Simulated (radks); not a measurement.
# K with its nuclear charge varied continuously

An exercise on one series of results from a longer session: the logs are not shown, and one member is left open.

The numbers are computed with radks (a radial shooting solver on a logarithmic mesh, Libxc functionals) version 1 (non-relativistic Kohn-Sham, LDA (Slater exchange, Perdew-Wang correlation), spin-polarised, spherical densities, point nucleus; open shells are filled with parallel spins first), except any that are marked as measured or tabulated.

## Starting point

| Property | Result |
| --- | --- |
| element | potassium (Z = 19) |
| charge | 0 |
| electrons | 19 |
| configuration | [Ar] 4s1 |

Outer shells as boxes (Hund's rule):

K
```
[Ar] core
4s [↑ ]
```

Set-up of the first run:

Input:

```text
Z 19
configuration [Ar] 4s1
relativity non-relativistic
functional lda,pw
spin polarised
nucleus point
```

Steps of the session up to this table: Z = 19.

One of the session's tables, all rows but one given; the rest of the session is left out.

It belongs to the step «Z = 19». Radial moments (bohr):

```
  level     <r>  outermost maximum (interpolated)  90 % within  nodes
  2p up  0.3520                             0.263        0.582      0
2p down  0.3520                             0.263        0.582      0
  3s up   1.278                              1.08         1.93      2
3s down   1.276                              1.08         1.93      2
  3p up   1.442                              1.15         2.26      1
3p down   1.436                              1.15         2.25      1
  4s up   4.841                              4.03         7.31      3
4s down       ?                                 ?            ?      ?
```

Estimate the missing values for 4s down.

As computed: <r>: 5.047; outermost maximum (interpolated): 4.04; 90 % within: 7.78; nodes: 3. In the column «<r>» it is the highest.
